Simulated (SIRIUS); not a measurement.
## HPbNO4 in SIRIUS: the effect of functional

HPbNO4:

```xyz
7
Lattice="3.8571 0.0018 -0.0366 0.1735 4.3344 -0.0165 0.7580 0.8387 5.8766" Properties=species:S:1:pos:R:3 pbc="T T T"
H     2.6784    4.0493    1.1289
Pb    3.2640    2.7055    5.3570
N     3.1776    1.4531    2.9117
O     1.3252    2.6900    4.5562
O     2.9731    4.6255    2.8902
O     2.3661    4.0462    0.1903
O     3.3249    2.1006    1.8421
```

The cell was built by a generator and needn't be a form met in nature.

Alike in all runs:

```yaml
Program: SIRIUS 7.12.0
Task: single point
Potentials_or_basis: PseudoDojo 0.4.1 PBE standard (scalar relativistic)
Cutoff: 1152 eV
Density_cutoff: 4606 eV
k_mesh: 3 × 3 × 2
Occupations: fermi-dirac, width 0.05 eV
Spin: no spin polarisation
```

One run gave: pressure 3.8 GPa; largest force 0.73 eV/Å. Which functional did it use?
A. PBEsol
B. KT2
C. PBE
D. BLYP
E. PW91

D.

| functional | pressure (GPa) | largest force (eV/Å) |
| --- | --- | --- |
| LDA | -4.6 | 0.41 |
| PBE | 0.4 | 0.24 |
| PBEsol | -2.4 | 0.35 |
| RPBE | 2.5 | 0.44 |
| revPBE | 2.1 | 0.39 |
| BLYP | 3.8 | 0.73 |
| PW91 | 0.3 | 0.24 |
| AM05 | -1.8 | 0.49 |
| XLYP | 4.3 | 0.80 |
| mPWLYP | 3.6 | 0.75 |
| KT2 | -7.5 | 1.28 |

Caveats: all runs use coarse meshes; the potentials were made for another functional, which shifts forces and pressure (some runs).
